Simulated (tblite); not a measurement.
# C4H7FGeO2: the cost of one run

Computed with tblite 0.8.0 and PySCF 2.14.0, with density-fitted response routines of our own, on a single molecule in the gas phase. Atoms are numbered from 0 throughout.

### Step 1. The molecule as given

15 atoms, charge 0, multiplicity 1; geometry from: force field or distance geometry start.

Bonds of the start (Å): C0–C1 1.32, C1–C2 1.47, C2–C3 1.53, C3–O4 1.43, O4–Ge5 1.81, Ge5–F6 1.71, Ge5–O7 1.82, O7–C2 1.39, C0–H8 1.08, C0–H9 1.07, C1–H10 1.11, C2–H11 1.09, C3–H12 1.09, C3–H13 1.10, Ge5–H14 1.54.

### Step 2. Optimising the geometry with GFN2-xTB

What the job is given:

```
{"job": {"kind": "relax", "xc": "GFN2-xTB", "basis": "xTB"}, "charge": 0, "multiplicity": 1}
C      2.015600    -0.912500    -0.212300
C      0.918100    -0.321000     0.218800
C      0.198300     0.601600    -0.670700
C     -0.618900     1.490600     0.275600
O     -1.128600     0.591400     1.260300
Ge    -1.570200    -0.782400     0.173200
F     -3.260600    -1.025200     0.015700
O     -0.805400    -0.105100    -1.330000
H      2.388000    -0.736500    -1.212900
H      2.550100    -1.588100     0.428200
H      0.528300    -0.499200     1.244600
H      0.833700     1.167400    -1.344900
H     -1.422300     2.041100    -0.206800
H      0.115600     2.119100     0.797900
H     -0.746300    -2.033000     0.541500
```

Command:

```sh
> OMP_NUM_THREADS=1 python probes_run.py task.json out
```

The driver reads the jobs from task.json and runs them one after another.

Q: Estimate the wall time and peak memory of this first job on 1 thread of Arm Neoverse N1, shared host.

About 1.1 s, with a peak of 0.18 GiB.
